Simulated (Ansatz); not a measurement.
Crystal: Mn2Al2Cu.

```
CELL_PARAMETERS angstrom
-1.36859 1.36859 8.51894
1.36859 -1.36859 8.51894
1.36859 1.36859 -8.51894
ATOMIC_POSITIONS crystal
Cu 0.99079 0.99079 0.00000
Mn 0.38791 0.38791 0.00000
Mn 0.81335 0.81335 0.00000
Al 0.21755 0.21755 0.00000
Al 0.59040 0.59040 0.00000
```

The cell comes from a database or a generator and needn't be the stable form of this composition.

Base run:

| Item | Value |
| --- | --- |
| Program | Ansatz 0.2.0 |
| Functional | PBEsol |
| Potentials or basis | Ansatz PAW |
| Cutoff | 420 eV (not typed: the program's choice for these potentials) |
| k mesh | 11 × 11 × 11 |
| Occupations | fermi-dirac, width 0.05 eV |
| Spin | collinear spin, ferromagnetic start |
| Starting moments | [0.7534883721, 5.023255814, 5.023255814, 0.0, 0.0] μB |
| Fixed moment | 10.8 μB |

Its results: pressure 39.2 GPa; site moments Cu +0.57; Mn +3.77, +3.57; Al +0.32, +0.40 μB; largest force 5.880 eV/Å.

Question: The run is repeated on the same cell with these changes: fixed moment from 10.8 μB to 8.6 μB; moments at the start from [0.75, 5.02, 5.02, 0.0, 0.0] to [0.6, 4.0, 4.0, 0.0, 0.0]. What comes out?

Answer: Pressure 25.9 GPa; site moments Cu +0.35; Mn +3.39, +3.09; Al +0.17, +0.24 μB; largest force 5.182 eV/Å.

Caveats: the total moment is fixed, so each spin has its own Fermi level; the PAW data sets come from PBE, with cores solved anew for the run's functional, which leaves a small shift of forces and pressure; forces of over 1 eV/Å show positions far from the minimum, so gaps and moduli don't describe the material at rest; the thresholds are loose for stress; a pressure of tens of GPa on the cell as given is suspect, and the run, the potentials or the cell itself is likely at fault (some runs).
